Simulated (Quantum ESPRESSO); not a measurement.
TaMo2C3 under changes of volume

One of the cells (10.776 Å³/atom); the others are scaled copies at fixed shape and fractional positions:

```
Ta Mo C
1.0
     3.11664    0.00000    0.00000
    -1.55832    2.69909    0.00000
     0.00000    0.00000    7.68632
Ta Mo C
1 2 3
Direct
  0.00000 0.00000 0.00000
  0.66667 0.33333 0.33077
  0.33333 0.66667 0.66923
  0.66667 0.33333 0.83208
  0.33333 0.66667 0.16792
  0.00000 0.00000 0.50000
```

The cell comes from a database or a generator and needn't be the stable form of this composition.

- Program: Quantum ESPRESSO 7.5
- Functional: LDA
- Potentials or basis: GBRV 1.5 LDA
- Cutoff: 762 eV
- Density cutoff: 6095 eV
- k mesh: 10 × 10 × 4
- Occupations: fermi-dirac, width 0.05 eV
- Spin: no spin polarisation

```csv
volume (Å³/atom),energy over the lowest point (meV/atom),pressure (GPa)
10.130,0.92,4.6
10.345,0.00,-3.2
10.561,9.00,-10.1
10.776,26.89,-16.4
10.992,?,?
11.207,85.68,-27.0
11.423,124.99,-31.4
```

Problem. What does the run at 10.992 Å³/atom give?

Solution. Energy over the lowest point 52.72 meV/atom; pressure -22.0 GPa.

Worked out: A Birch-Murnaghan fit of order 3 (a polynomial in V^(-2/3)) to the other rows has its minimum at 10.26 Å³/atom with B0 = V·E''(V) = 370 GPa and B' = 4.5 at fixed shape and positions, which overstates the stiffness. It gives 52.81 meV/atom at 10.992 Å³/atom, against the run's 52.72, and -dE/dV = -22.0 GPa, against -22.0.

Energies are extrapolated to zero smearing.

Caveats: the cell as given lies far from equilibrium (some runs).
